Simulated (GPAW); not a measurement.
# MnSi (P2_13) in GPAW: band structure with PBE

Aim: the band structure of MnSi with PBE.

Program: GPAW 26.7.0. These are calculated values, not measurements. Logs are shortened: lines on timing, memory, paths and dates and some standing lists are left out, and cuts for length are marked. The log counts tension as positive stress, the text compression.

### 1 Starting point

The structure is cubic, space group P2_13 (No. 198). The conventional cell has a = 4.548 Å, b = 4.548 Å, c = 4.548 Å, α = 90.00°, β = 90.00°, γ = 90.00°. Mn (site symmetry 3) is surrounded by 7 Si at 2.30 to 2.53 Å. Si (site symmetry 3) has 7 Mn at 2.30 to 2.53 Å as nearest neighbours.

### 2 Band structure, PBE, collinear spin, ferromagnetic start

File run.py:

```python
from ase import Atoms
from ase.dft.bandgap import bandgap
from ase.io import write
from ase.units import GPa
from ase.parallel import parprint
from gpaw import GPAW, PW

atoms = Atoms(['Mn', 'Mn', 'Mn', 'Mn', 'Si', 'Si', 'Si', 'Si'],
              cell=[[4.548, 0.0, 0.0],
                    [0.0, 4.548, 0.0],
                    [0.0, 0.0, 4.548]],
              scaled_positions=[[0.862, 0.638, 0.362],
                                [0.638, 0.362, 0.862],
                                [0.362, 0.862, 0.638],
                                [0.138, 0.138, 0.138],
                                [0.154, 0.346, 0.654],
                                [0.346, 0.654, 0.154],
                                [0.654, 0.154, 0.346],
                                [0.846, 0.846, 0.846]],
              pbc=True)
atoms.set_initial_magnetic_moments([4.0, 4.0, 4.0, 4.0, 0.0, 0.0, 0.0, 0.0])

calc = GPAW(mode=PW(600),
            xc='PBE',
            kpts={'size': (5, 5, 5), 'gamma': True},
            occupations={'name': 'fermi-dirac', 'width': 0.05},
            nbands=66,
            convergence={'density': 1e-05, 'energy': 1e-05},
            maxiter=150,
            txt='gpaw.txt')
atoms.calc = calc
energy = atoms.get_potential_energy()
forces = atoms.get_forces()
stress = atoms.get_stress()
calc.write('gs.gpw')
write('result.traj', atoms)
parprint(f'Energy: {energy:.6f} eV')
parprint('Forces (eV/A):')
parprint(forces.round(4))
parprint('Stress (GPa):', (stress / GPa).round(3))
parprint('Moments:', calc.get_magnetic_moments().round(3))
parprint('Fermi level:', round(calc.get_fermi_level(), 4), 'eV')
parprint(f'Gap: {bandgap(calc)[0]:.4f} eV, direct: {bandgap(calc, direct=True)[0]:.4f} eV')

path = atoms.cell.bandpath('GXMGRX,MR', npoints=100, eps=1e-4)
bs_calc = calc.fixed_density(kpts=path, symmetry='off', nbands=92,
                             convergence={'bands': 'CBM+6.0', 'eigenstates': 1e-6}, txt='bands.txt')
bs = bs_calc.band_structure()
bs.write('bs.json')
parprint(f'Gap on the path: {bandgap(bs_calc)[0]:.4f} eV')
```

Potentials or basis: GPAW PAW data sets (gpaw-data 1.2.1), pw.

The run is started by

```bash
$ OMP_NUM_THREADS=1 mpirun -n 4 gpaw python run.py
```

gpaw.txt:

```text
__  _  _
 | _ |_)|_||  |
 |__||  | ||/\| - 26.7.0

Input parameters:
  mode=PW(ecut=600.0),
  convergence={'density': 1e-05, 'energy': 1e-05},
  kpts=MonkhorstPack(size=(5, 5, 5), gamma=True),
  maxiter=150,
  nbands=66,
  occupations=Occupations(name='fermi-dirac', width=0.05),
  xc=XC(name='PBE')

Diagonalizing LCAO Hamiltonian
Converting LCAO to pw mode
    .----------.
   /|        Si|
  / |          |
 *  |   MMn    |
 |  Si         |
 |  |       Mn |
 |  .--SiSi----.
 | /          /
 |/Mn        /
 *----------*

Atoms  # Å, Bohr magnetons
|   | symbol |        x |        y |        z |    initial magnetic moments |
|---|--------|----------|----------|----------|-----------------------------|
| 0 |     Mn | 3.920376 | 2.901624 | 1.646376 | ( 0.0000,  0.0000,  4.0000) |
| 1 |     Mn | 2.901624 | 1.646376 | 3.920376 | ( 0.0000,  0.0000,  4.0000) |
| 2 |     Mn | 1.646376 | 3.920376 | 2.901624 | ( 0.0000,  0.0000,  4.0000) |
| 3 |     Mn | 0.627624 | 0.627624 | 0.627624 | ( 0.0000,  0.0000,  4.0000) |
| 4 |     Si | 0.700392 | 1.573608 | 2.974392 | ( 0.0000,  0.0000,  0.0000) |
| 5 |     Si | 1.573608 | 2.974392 | 0.700392 | ( 0.0000,  0.0000,  0.0000) |
| 6 |     Si | 2.974392 | 0.700392 | 1.573608 | ( 0.0000,  0.0000,  0.0000) |
| 7 |     Si | 3.847608 | 3.847608 | 3.847608 | ( 0.0000,  0.0000,  0.0000) |

Unit cell  # Å
| periodic |        x |        y |        z |  lengths |    angles |
|----------|----------|----------|----------|----------|-----------|
|      yes | 4.548000 | 0.000000 | 0.000000 | 4.548000 | 90.000000 |
|      yes | 0.000000 | 4.548000 | 0.000000 | 4.548000 | 90.000000 |
|      yes | 0.000000 | 0.000000 | 4.548000 | 4.548000 | 90.000000 |

Number of symmetries: 3
Symmetry operations  # r_c * U_cc + t_c -> r_c
|   | kind |            matrix            |
|---|------|------------------------------|
| 0 |  E   |  1, 0, 0,  0, 1, 0,  0, 0, 1 |
| 1 |  C3  |  0, 1, 0,  0, 0, 1,  1, 0, 0 |
| 2 |  C3  |  0, 0, 1,  1, 0, 0,  0, 1, 0 |

BZ-sampling:
  Number of BZ points: 125
  Number of IBZ points: 23

  Monkhorst-Pack size: [5, 5, 5]
  Monkhorst-Pack shift: [0, 0, 0]

K-points  # in reciprocal-cell coordinates
|     |                                coordinates |     weight |
|-----|--------------------------------------------|------------|
|   0 | (  0.00000000,   0.00000000,   0.00000000) | 0.00800000 |
|   1 | (  0.20000000,   0.00000000,  -0.20000000) | 0.04800000 |
|   2 | (  0.20000000,   0.00000000,   0.00000000) | 0.04800000 |
|   3 | (  0.20000000,   0.20000000,  -0.20000000) | 0.04800000 |
|   4 | (  0.20000000,   0.20000000,   0.00000000) | 0.04800000 |
|   5 | (  0.20000000,   0.20000000,   0.20000000) | 0.01600000 |
|   6 | (  0.40000000,  -0.20000000,  -0.40000000) | 0.04800000 |
|   7 | (  0.40000000,  -0.20000000,  -0.20000000) | 0.04800000 |
|   8 | (  0.40000000,  -0.20000000,   0.00000000) | 0.04800000 |
|   9 | (  0.40000000,  -0.20000000,   0.20000000) | 0.04800000 |
| ... |                                            |            |
|  22 | (  0.40000000,   0.40000000,   0.40000000) | 0.01600000 |

Plane wave coefficients: 3153
Cutoff: 600.0 eV

Spin-components: 2 (collinear spins)
Bands:           66
Projectors:      44
Spin-degeneracy: 1
Datatype:        complex128

Parallelization:
  kpt:    4
  domain: 1
  band:   1

Density:
  Valence electrons: 76.0
  Components: 2
  Grid points: [27 27 27]
  Charge: 0.0  # |e|

Potential:
  Grid points: [27 27 27]

species:
  Mn:
    name:    Manganese
    Z:       25.0
    valence: 15
    core:    10
    charge:  0.0  # [|e|]
    compensation charges:
      type: gauss
      rc: 0.38  # [Å]
      lmax: 2
    cutoffs:
      filter: 2.14  # [Å]
      core: 0.86  # [Å]
    projectors
    | kind |    occ | energy [eV] | rcut [Å] |
    |------|--------|-------------|----------|
    |   3s |  2.000 |     -85.859 |    1.275 |
    |   4s |  2.000 |      -5.106 |    1.275 |
    |   3p |  6.000 |     -54.597 |    1.281 |
    |   4p |  0.000 |      -1.371 |    1.281 |
    |   3d |  5.000 |      -6.771 |    1.138 |
    |    d |        |      20.441 |    1.138 |

    Using partial waves for Mn as LCAO basis

  Si:
    name:    Silicon
    Z:       14.0
    valence: 4
    core:    10
    charge:  0.0  # [|e|]
    compensation charges:
      type: gauss
      rc: 0.33  # [Å]
      lmax: 2
    cutoffs:
      filter: 1.86  # [Å]
      core: 2.06  # [Å]
    projectors
    | kind |    occ | energy [eV] | rcut [Å] |
    |------|--------|-------------|----------|
    |   3s |  2.000 |     -10.812 |    1.058 |
    |   3p |  2.000 |      -4.081 |    1.058 |
    |    s |        |      16.399 |    1.058 |
    |    p |        |      23.130 |    1.058 |
    |    d |        |       0.000 |    1.058 |

    Using partial waves for Si as LCAO basis

Reference energy: -157601.729292  # eV

eigensolver:
  PPCG
  Converge bands: occupied
  niter=2

density mixing:
  MSR1-Mixer
  Pratt-step length: 0.05
  Maximum mixing coefficient: 0.75
  Old densities: 10
  SVD Regularization: 0.005
  Good broyden scale: 1.0
  Trust region scale: 1.0
  Backstep threshold: 4.0
  History deletion threshold: 6.0
  Fourier metric: weight=20.0, sigma=0.015

occupation numbers:
  Fermi-Dirac:
    width: 0.0500  # eV

poisson solver:
  ecut: 4800.0  # eV

xc functional:
  name: PBE with 2 nearest neighbor stencil

convergence criteria:
- Maximum integral of absolute [dens]ity change: 1e-05 electrons / valence electron
- Maximum [total energy] change in last 3 cyles: 1e-05 eV / valence electron
- Maximum integral of absolute [eigenst]ate change: 4e-08 eV^2 / valence electron
maximum number of iterations: 150

SCF iterations
|iter     | |      energy | eigst |  dens |  magmom |
|---------|-|-------------|-------|-------|---------|
|iter:   1| |  -61.071878 | +0.69 |       | +16.0361|
|iter:   2| |  -61.647470 | -1.09 | -0.86 | +15.6652|
|iter:   3| |  -65.427237 | -1.29 | -0.89 | +11.4841|
|iter:   4| |  -63.493973 | -1.41 | -0.96 |  +9.1505|
|iter:   5| |  -63.613490 | -2.53 | -1.46 |  +7.9328|
|iter:   6| |  -65.213887 | -1.95 | -1.66 |  +6.5178|
|iter:   7| |  -63.807682 | -2.10 | -1.17 |  +5.9767|
|iter:   8| |  -63.892339 | -2.96 | -1.69 |  +4.8476|
|iter:   9| |  -63.995743 | -2.87 | -1.71 |  +3.7066|
|iter:  10| |  -64.017668 | -2.49 | -1.85 |  +3.1728|
|iter:  11| |  -64.036691 | -3.18 | -2.09 |  +4.0199|
|iter:  12| |  -64.037877 | -4.35 | -2.61 |  +3.8702|
|iter:  13| |  -64.037738 | -5.11 | -3.32 |  +3.8413|
|iter:  14| |  -64.037944c| -5.74 | -3.15 |  +3.8811|
|iter:  15| |  -64.038008c| -6.06 | -3.61 |  +3.9159|
|iter:  16| |  -64.037975c| -6.19 | -3.65 |  +3.8939|
|iter:  17| |  -64.037998c| -7.02 | -4.26 |  +3.9022|
|iter:  18| |  -64.037991c| -7.72c| -4.20 |  +3.8990|
|iter:  19| |  -64.037988c| -7.99c| -4.64 |  +3.8975|
|iter:  20| |  -64.037987c| -8.01c| -4.91 |  +3.8972|
|iter:  21| |  -64.037987c| -8.23c| -5.04c|  +3.8973|

Converged in 21 steps
Energy contributions relative to reference atoms: (reference = -157601.729292)

Energy contributions:
  Kinetic:          16.371067
  Coulomb:          -9.426248
  Zero:              0.818014
  External:          0.000000
  Xc:              -71.784266
  Entropy:          -0.033108
  Spinorbit:         0.000000
  ----------------------------
  Free energy:     -64.054541
  Extrapolated:    -64.037987

dipole moment: (-0.000012, -0.000012, -0.000012)  # |e|*Ang

Total magnetic moment: (0.000000, 0.000000, 3.897335)

Local magnetic moments
|        x |        y |         z |
|----------|----------|-----------|
| 0.000000 | 0.000000 |  1.022182 |  # Mn   0
| 0.000000 | 0.000000 |  1.022182 |  # Mn   1
| 0.000000 | 0.000000 |  1.022182 |  # Mn   2
| 0.000000 | 0.000000 |  1.022161 |  # Mn   3
| 0.000000 | 0.000000 | -0.045356 |  # Si   4
| 0.000000 | 0.000000 | -0.045356 |  # Si   5
| 0.000000 | 0.000000 | -0.045356 |  # Si   6
| 0.000000 | 0.000000 | -0.045356 |  # Si   7

Fermi level: 10.566
Eigenvalues  # (at kpt = [0.000, 0.000, 0.000])
| band index |      eig [eV] | occ [0-1] |      eig [eV] | occ [0-1] |
|------------|---------------|-----------|---------------|-----------|
|          0 |       -68.925 |     1.000 |       -67.792 |     1.000 |
|        ... |               |           |               |           |
|         30 |         8.164 |     1.000 |         8.721 |     1.000 |
|         31 |         8.164 |     1.000 |         8.721 |     1.000 |
|         32 |         8.663 |     1.000 |         9.162 |     1.000 |
|         33 |         8.663 |     1.000 |         9.162 |     1.000 |
|         34 |         8.663 |     1.000 |         9.162 |     1.000 |
|         35 |        10.191 |     0.999 |        11.236 |     0.000 |
|         36 |        10.191 |     0.999 |        11.236 |     0.000 |
|         37 |        10.191 |     0.999 |        11.236 |     0.000 |
|         38 |        10.260 |     0.998 |        11.566 |     0.000 |
|         39 |        10.260 |     0.998 |        11.566 |     0.000 |
|         40 |        11.322 |     0.000 |        12.110 |     0.000 |
|         41 |        11.322 |     0.000 |        12.110 |     0.000 |
|         42 |        11.322 |     0.000 |        12.110 |     0.000 |
|         43 |        13.478 |     0.000 |        13.972 |     0.000 |
|         44 |        13.478 |     0.000 |        13.972 |     0.000 |
|        ... |               |           |               |           |
|         65 |        27.418 |     0.000 |        27.487 |     0.000 |

No gap
No difference between direct/indirect transitions

Forces  # eV/Ang
|        x |        y |        z |
|----------|----------|----------|
|  0.12041 | -0.12042 |  0.12041 |  # Mn   0
| -0.12042 |  0.12041 |  0.12041 |  # Mn   1
|  0.12041 |  0.12041 | -0.12042 |  # Mn   2
| -0.12042 | -0.12042 | -0.12042 |  # Mn   3
|  0.06664 | -0.06664 |  0.06663 |  # Si   4
| -0.06664 |  0.06663 |  0.06664 |  # Si   5
|  0.06663 |  0.06664 | -0.06664 |  # Si   6
| -0.06662 | -0.06662 | -0.06662 |  # Si   7

Stress tensor  # eV/Ang^3
|        x |        y |        z |
|----------|----------|----------|
| 0.018364 | 0.000000 | 0.000000 |
| 0.000000 | 0.018364 | 0.000000 |
| 0.000000 | 0.000000 | 0.018364 |

# Writing to gs.gpw (mode='')
```

Wall time 3.1 min (4 MPI ranks of AMD EPYC 9R14 (Zen 4), shared host); peak memory 0.57 GiB.

What came out:

```
Free energy             : -64.0545 eV
Pressure                : -2.9 GPa
Largest force           : 0.209 eV/Å
Band gap along the path : none (metal or under the smearing width)
Net moment              : 3.90 μB per cell
Site moments            : Mn +1.02; Si -0.05 μB
```

Forces on the atoms (eV/Å):
```
Mn   0.120 -0.120  0.120
Mn  -0.120  0.120  0.120
Mn   0.120  0.120 -0.120
Mn  -0.120 -0.120 -0.120
Si   0.067 -0.067  0.067
Si  -0.067  0.067  0.067
Si   0.067  0.067 -0.067
Si  -0.067 -0.067 -0.067
```

Levels at the corners of the path, in eV from the Fermi level:
Spin up:
```
point  band 38  band 39  band 40  band 41  band 42  band 43
    Γ    -0.37    -0.31    -0.31     0.76     0.76     0.76
    X    -0.61    -0.12    -0.12     0.29     0.29     1.81
    M    -1.03    -0.57    -0.57     0.74     0.74     1.29
    Γ    -0.37    -0.31    -0.31     0.76     0.76     0.76
    R    -0.70    -0.70    -0.70     0.59     0.59     0.59
    X    -0.61    -0.12    -0.12     0.29     0.29     1.81
    M    -1.03    -0.57    -0.57     0.74     0.74     1.29
    R    -0.70    -0.70    -0.70     0.59     0.59     0.59
```
Spin down:
```
point  band 34  band 35  band 36  band 37  band 38  band 39
    Γ    -1.40    -1.40     0.67     0.67     0.67     1.00
    X    -1.16    -0.41    -0.41     0.61     0.61     0.90
    M    -0.60    -0.49    -0.49    -0.25    -0.25     0.61
    Γ    -1.40    -1.40     0.67     0.67     0.67     1.00
    R     0.08     0.08     0.08     0.24     0.24     0.24
    X    -1.16    -0.41    -0.41     0.61     0.61     0.90
    M    -0.60    -0.49    -0.49    -0.25    -0.25     0.61
    R     0.08     0.08     0.08     0.24     0.24     0.24
```

Caveat: the moment fell far below its start of 4 μB, so a state of higher moment may lie lower in energy.
